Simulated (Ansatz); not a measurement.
# GaSiH4O (SMILES [SiH3][O][GaH]): UCCSD/cc-pVDZ

What is the vertical ionisation energy of GaSiH4O at UCCSD/cc-pVDZ? 

Program for the calculation: Ansatz 0.2.0.

72 further runs of the same task are left out: 72 set aside as unsound or not needed.

## (1) The molecule

GaSiH4O: 7 atoms, total charge 0, spin state doublet. As SMILES, `[SiH3][O][GaH]`. The shape is that of a PBE0-D4/def2-TZVP optimisation. This is one conformer, not always the lowest.

Bond lengths: Si1–O2 1.632 Å, O2–Ga3 1.793 Å, Si1–H4 1.488 Å, Si1–H5 1.491 Å, Si1–H6 1.488 Å, Ga3–H7 1.605 Å. Angles: Si1–O2–Ga3 142.9°, O2–Si1–H4 109.9°, O2–Si1–H5 111.5°, O2–Si1–H6 109.9°, O2–Ga3–H7 113.7°, H4–Si1–H5 108.4°, H4–Si1–H6 108.7°, H5–Si1–H6 108.3°.

## (2) A single-point energy at UCCSD/cc-pVDZ

File run.yaml:

```yaml
crystal:
  periodic: [false, false, false]
  atoms:
    - {symbol: Si, position_ang: [-0.907100, 0.576700, -0.244500]}
    - {symbol: O, position_ang: [0.281700, -0.375400, 0.340400]}
    - {symbol: Ga, position_ang: [1.972300, -0.895800, 0.047800]}
    - {symbol: H, position_ang: [-2.099000, -0.248300, -0.578700]}
    - {symbol: H, position_ang: [-0.473700, 1.297400, -1.475800]}
    - {symbol: H, position_ang: [-1.295700, 1.586500, 0.776300]}
    - {symbol: H, position_ang: [2.521500, -1.941000, 1.134400]}
basis:
  gaussian: {orbitals: cc-pVDZ}
accuracy: high
magnetization: {spin_polarized: true, initial_magnetization: 1}
correlation: {method: ccsd, frozen_orbitals: {Ga: 9, H: 0, O: 1, Si: 5}}
scf: {omitted_lower_state_checks: [cluster_reference, increment]}
```

Run with:

```
ansatz run run.yaml --threads 1 --pin off --max-ram 3480MiB --events-out events.jsonl --progress --plain --runs-dir runs
```

Standard output (excerpt; [...] marks lines left out):

```text
Warning: RAYON_NUM_THREADS=1 ignored (pool sized by the plan → 1); use --threads N
Functional definition: HF
  name "HF"
[...]
1787 factors; integrals over basis functions are off by at most 4.7e-9 eV
[...]
mean field -62296.94058655 eV, -2289.3703401728 hartree, gradient 2.2e-8 eV, S^2 0.761347; 0 other end points of the search recorded, 0 dependent functions left out
15 core orbitals not correlated: weight in the atoms' cores, before any rotation towards them, 1.000 or more for the frozen orbitals, at most 0.000 for the correlated occupied ones
reference -62296.94058655 eV, -2289.3703401728 hartree; 14, 13 occupied and 50, 51 virtual orbitals, 1787 factors
second order -9.62639606 eV of doubles, -0.00000000 eV of singles
cycle   1  -10.06568417 eV  change   -4.4e-1 eV  update   1.0e-1
[...]
cycle  22  -10.57048262 eV  change   1.9e-10 eV  update   3.1e-9
Total energy: -62307.51106918 eV, -2289.7587982444 hartree
Checks for a lower state left out: cluster_reference, increment
```

Wall time 33 s (1 thread of Arm Neoverse V1, shared host); peak memory 0.61 GiB.

## (3) The singlet cation

File in.yaml:

```yaml
crystal:
  periodic: [false, false, false]
  atoms:
    - symbol: Si
      position_ang: [-0.907100, 0.576700, -0.244500]
    - symbol: O
      position_ang: [0.281700, -0.375400, 0.340400]
    - symbol: Ga
      position_ang: [1.972300, -0.895800, 0.047800]
    - symbol: H
      position_ang: [-2.099000, -0.248300, -0.578700]
    - symbol: H
      position_ang: [-0.473700, 1.297400, -1.475800]
    - symbol: H
      position_ang: [-1.295700, 1.586500, 0.776300]
    - symbol: H
      position_ang: [2.521500, -1.941000, 1.134400]
basis:
  gaussian: {orbitals: cc-pVDZ}
total_charge: 1
correlation: {method: ccsd, frozen_orbitals: {Ga: 9, H: 0, O: 1, Si: 5}}
accuracy: high
scf: {omitted_lower_state_checks: [cluster_reference, increment]}
```

Run with:

```
ansatz run in.yaml --threads 1 --pin off --max-ram 3480MiB --events-out events.jsonl --progress --plain --runs-dir runs
```

Standard output (excerpt; [...] marks lines left out):

```text
Warning: RAYON_NUM_THREADS=1 ignored (pool sized by the plan → 1); use --threads N
[... 2 set-up lines as earlier in the session ...]
[...]
1784 factors; integrals over basis functions are off by at most 4.7e-9 eV
[...]
mean field -62288.76605144 eV, -2289.0699315485 hartree, gradient 1.6e-8 eV, S^2 0.000000; 0 other end points of the search recorded, 0 dependent functions left out
15 core orbitals not correlated: weight in the atoms' cores, before any rotation towards them, 1.000 or more for the frozen orbitals, at most 0.000 for the correlated occupied ones
reference -62288.76605144 eV, -2289.0699315485 hartree; 13, 13 occupied and 51, 51 virtual orbitals, 1784 factors
second order -9.74483938 eV of doubles, -0.00000000 eV of singles
cycle   1  -10.05007534 eV  change   -3.1e-1 eV  update   1.3e-1
[...]
cycle  26  -10.63718260 eV  change   4.1e-10 eV  update   1.8e-9
Total energy: -62299.40323405 eV, -2289.4608407991 hartree
Checks for a lower state left out: cluster_reference, increment
```

Run time: 13 s. Hardware: 1 thread of Arm Neoverse V1, shared host; peak memory 0.34 GiB.

## (4) Summary of results

At UCCSD/cc-pVDZ, 15 core orbitals frozen:

```
                                                     quantity           value
                                doublet GaSiH4O: total energy  -2289.75880 Eh
doublet GaSiH4O: correlation energy (15 core orbitals frozen)      -388.5 mEh
           doublet GaSiH4O: ⟨S²⟩ of the reference determinant           0.761
                               doublet GaSiH4O: T1 diagnostic           0.015
                                 singlet cation: total energy  -2289.46084 Eh
 singlet cation: correlation energy (15 core orbitals frozen)      -390.9 mEh
                                singlet cation: T1 diagnostic           0.022
           vertical ionisation energy (to the singlet cation)        8.108 eV
```

What this shows: Removing an electron at fixed nuclei costs 8.11 eV (187 kcal/mol). Only the singlet of the ionised species was computed; a triplet could lie lower. The T1 diagnostic (singlet cation) of 0.022 is above the customary mark for such species, so a single reference may not serve.
